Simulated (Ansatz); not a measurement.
Task: a single point in a Gaussian basis of C₂H₇GeN, SMILES C[C](=N)[GeH3], with the Python package of Ansatz (0.2.0). Give the script and its output. Use: r2SCAN, def2-SVP basis, multiplicity 1.

```xyz
11

C    -0.7794    1.2781    0.1201
C    -0.4833   -0.1313    0.2054
N    -1.3605   -0.9639    0.6706
Ge    1.3252   -0.7193   -0.3943
H    -0.1053    1.9108    0.6894
H    -1.8544    1.5281    0.4884
H    -0.7474    1.6481   -0.9483
H    -1.0655   -1.9514    0.7524
H     2.0074   -1.3695    0.8368
H     2.0686    0.4803   -0.8931
H     1.0598   -1.7670   -1.5068
```

`energy.py`:
```python
"""Single point of C2H7GeN."""

from pathlib import Path

import ansatz as az


def main() -> None:
    geometry = (
        az.Crystal.molecule()
        .atom("C", [-0.7794, 1.2781, 0.1201])
        .atom("C", [-0.4833, -0.1313, 0.2054])
        .atom("N", [-1.3605, -0.9639, 0.6706])
        .atom("Ge", [1.3252, -0.7193, -0.3943])
        .atom("H", [-0.1053, 1.9108, 0.6894])
        .atom("H", [-1.8544, 1.5281, 0.4884])
        .atom("H", [-0.7474, 1.6481, -0.9483])
        .atom("H", [-1.0655, -1.9514, 0.7524])
        .atom("H", [2.0074, -1.3695, 0.8368])
        .atom("H", [2.0686, 0.4803, -0.8931])
        .atom("H", [1.0598, -1.767, -1.5068])
    )

    setup = (
        geometry.calculation()
        .basis(gaussian="def2-SVP")
        .functional("r2scan")
        .orbitals()
    )
    res = setup.run(threads=1, backend="cpu", runs_dir="out")
    rep = res.report

    for key in ("converged", "free_energy_ev", "reference_energy_ev", "n_frozen", "n_occupied", "n_virtual"):
        print(f"{key:22s} {rep[key]}")

    state = rep["mean_field"]["state"]
    print(f"mean field: {state['energy']['hartree']:.7f} Ha, <S^2> = {abs(state['spin_squared']):.4f}, stability: {state.get('stability', {}).get('kind')}")

    lines = Path(rep["orbitals_path"]).read_text().splitlines()
    field_of = lambda key: [line.split("=")[1].strip() for line in lines if line.startswith(key)]
    orbitals = [(27.211386 * float(e), s, float(n)) for e, s, n in zip(field_of("Ene="), field_of("Spin="), field_of("Occup="))]
    homo = max(e for e, _, n in orbitals if n > 0.5)
    lumo = min(e for e, _, n in orbitals if n < 0.5)
    print(f"HOMO {homo:.3f} eV, LUMO {lumo:.3f} eV, gap {lumo - homo:.3f} eV")


if __name__ == "__main__":
    main()
```

```console
$ python energy.py
converged              True
free_energy_ev         -60183.073830516434
reference_energy_ev    -60183.073830516434
n_frozen               0
n_occupied             [29, 29]
n_virtual              [80, 80]
mean field: -2211.6871697 Ha, <S^2> = 0.0000, stability: minimum
HOMO -5.616 eV, LUMO -1.325 eV, gap 4.291 eV
```

Caveats:
- Total energies depend on the basis set; only differences at equal settings carry meaning.
- The geometry is a force-field or estimated start, not a minimum of this method, and the basis set is short of its limit.
- Levels such as HOMO and LUMO are orbital energies: with these approximate functionals they aren't the ionisation energy and electron affinity, and their gap isn't the fundamental gap.
- It ran for 6.2 s on 1 thread of Arm Neoverse V2 (shared host), peak memory 0.22 GiB.

(A comment or docstring line of the script was reworded after the run, the code is as it ran; lines on the test bed's own set-up are left out of the output.)
